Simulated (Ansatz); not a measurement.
# C: a relaxation

The task: find the equilibrium cell of C.

A COD entry behind a cell of this session may itself be a prediction, so a difference from it is no test against experiment.

Computed with Ansatz 0.2.0 (DFT r2SCAN, scalar-relativistic, plane waves, PAW, unless a step's input says otherwise).

## 1. Starting point

The structure is trigonal, space group R-3m (No. 166). Conventional cell: a = 2.522 Å, b = 2.522 Å, c = 30.889 Å, α = 90.00°, β = 90.00°, γ = 120.00°. Around C (site symmetry 3m) lie 4 C at 1.54 Å. C (site symmetry 3m) is surrounded by 4 C at 1.54 to 1.55 Å.

Coordinates:

```cif
data_structure
_symmetry_space_group_name_H-M 'P 1'
_symmetry_Int_Tables_number 1
_cell_length_a 10.3989
_cell_length_b 10.3989
_cell_length_c 10.3989
_cell_angle_alpha 13.931
_cell_angle_beta 13.931
_cell_angle_gamma 13.931
_cell_volume 56.72
loop_
_atom_site_label
_atom_site_type_symbol
_atom_site_fract_x
_atom_site_fract_y
_atom_site_fract_z
_atom_site_occupancy
C1 C 0.02500 0.02500 0.02500 1
C2 C 0.97500 0.97500 0.97500 1
C3 C 0.10830 0.10830 0.10830 1
C4 C 0.89170 0.89170 0.89170 1
C5 C 0.15830 0.15830 0.15830 1
C6 C 0.84170 0.84170 0.84170 1
C7 C 0.37500 0.37500 0.37500 1
C8 C 0.62500 0.62500 0.62500 1
C9 C 0.42500 0.42500 0.42500 1
C10 C 0.57500 0.57500 0.57500 1
```

The structure comes from the Crystallography Open Database.

(A quick probe on a coarse mesh, which set the mesh and smearing, is not shown.)

## 3. The relaxation

File input.yaml:

```yaml
crystal:
  lattice:
    - [1.2610515868, 0.7280684731, 10.29643]
    - [-1.2610515868, 0.7280684731, 10.29643]
    - [0.0, -1.4561369462, 10.29643]
  atoms:
    - { symbol: C, position: [0.025, 0.025, 0.025] }
    - { symbol: C, position: [0.975, 0.975, 0.975] }
    - { symbol: C, position: [0.1083, 0.1083, 0.1083] }
    - { symbol: C, position: [0.8917, 0.8917, 0.8917] }
    - { symbol: C, position: [0.1583, 0.1583, 0.1583] }
    - { symbol: C, position: [0.8417, 0.8417, 0.8417] }
    - { symbol: C, position: [0.375, 0.375, 0.375] }
    - { symbol: C, position: [0.625, 0.625, 0.625] }
    - { symbol: C, position: [0.425, 0.425, 0.425] }
    - { symbol: C, position: [0.575, 0.575, 0.575] }
basis:
  ecutwfc: 500
kpoints:
  mp_grid: { grid: [12, 12, 12] }
hamiltonian:
  xc: r2scan
scf:
  occupations: { method: gaussian, width: 0.02 }
output:
  forces: true
  stress: true
  eigenvalues: true
relax:
  adjacent_minimum: "off"
  f_tol: 0.005
  max_steps: 80
  cell: { stress_tol: 0.05 }
```

Run with:

```bash
$ ansatz run input.yaml --threads 2 --pin off --max-ram 5120MiB --backend cpu --events-out ev --progress --plain --runs-dir out
```

Before running it: what results should come out? Wanted: relaxed cell; volume; gap on the mesh.

The runs gave:

```
                   quantity                                                                        value
relaxed cell (conventional)  a = 2.511 Å, b = 2.511 Å, c = 31.008 Å, α = 90.00°, β = 90.00°, γ = 120.00°
       space group (0.01 Å)                                                               R-3m (No. 166)
                     volume                                                                 5.65 Å³/atom
            gap on the mesh                                                                      4.74 eV
```

**Reading.** Relaxation left the volume within 0.5 % of the start.

The gaps are Kohn-Sham values of a semilocal functional, not quasiparticle or optical gaps. Such gaps usually fall short of the measured ones.
